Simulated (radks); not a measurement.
# Cl⁺ in [Ne] 3s2 3p4: an all-electron calculation

The task here is to estimate one member of a computed series from the others.

The numbers are computed with radks (a radial shooting solver on a logarithmic mesh, Libxc functionals) version 1 (scalar-relativistic Kohn-Sham, LDA (Slater exchange, Perdew-Wang correlation), spin-polarised, spherical densities, point nucleus; open shells are filled with parallel spins first), except any that are marked as measured or tabulated.

## The atom as given

```
element       : chlorine (Z = 17)
charge        : +1
electrons     : 16
configuration : [Ne] 3s2 3p4
```

The outer shells:

Cl⁺
```
[Ne] core
3s [↑↓]
3p [↑↓][↑ ][↑ ]
```

Set-up of the first run:

Settings of this run:

```text
Z 17
configuration [Ne] 3s2 3p4 4s0 3d0
relativity scalar-relativistic
functional lda,pw
spin polarised
nucleus point
c 137.035999084
```

Steps of the session up to this table: Self-consistent calculation.

One table of the session follows, with a row left open; its other results are not shown here.

It belongs to the step «Shells». Sizes of the orbitals, from the radial functions (bohr):

| level | <r> | outermost maximum (interpolated) | 90 % within | nodes |
| --- | --- | --- | --- | --- |
| 1s up | 0.09121 | 0.0596 | 0.163 | 0 |
| 1s down | 0.09121 | 0.0596 | 0.163 | 0 |
| 2s up | 0.4460 | 0.363 | 0.698 | 1 |
| 2s down | 0.4456 | 0.363 | 0.697 | 1 |
| 2p up | 0.4076 | 0.301 | 0.678 | 0 |
| 2p down | ? | ? | ? | ? |
| 3s up | 1.485 | 1.26 | 2.24 | 2 |
| 3s down | 1.498 | 1.26 | 2.27 | 2 |
| 3p up | 1.691 | 1.38 | 2.62 | 1 |
| 3p down | 1.727 | 1.39 | 2.70 | 1 |
| 4s up | 4.366 | 3.81 | 6.44 | 3 |
| 4s down | 4.530 | 3.94 | 6.69 | 3 |
| 3d up | 2.957 | 2.08 | 5.02 | 0 |
| 3d down | 3.511 | 2.47 | 6.02 | 0 |

**Question.** Estimate the row for 2p down.

**Answer.** <r>: 0.4073; outermost maximum (interpolated): 0.301; 90 % within: 0.677; nodes: 0. In the column «<r>» it lies between 1s down (0.09121) and 2p up (0.4076).

Limits of these values: Open shells are spherical and high-spin; term and fine-structure splittings are not resolved.
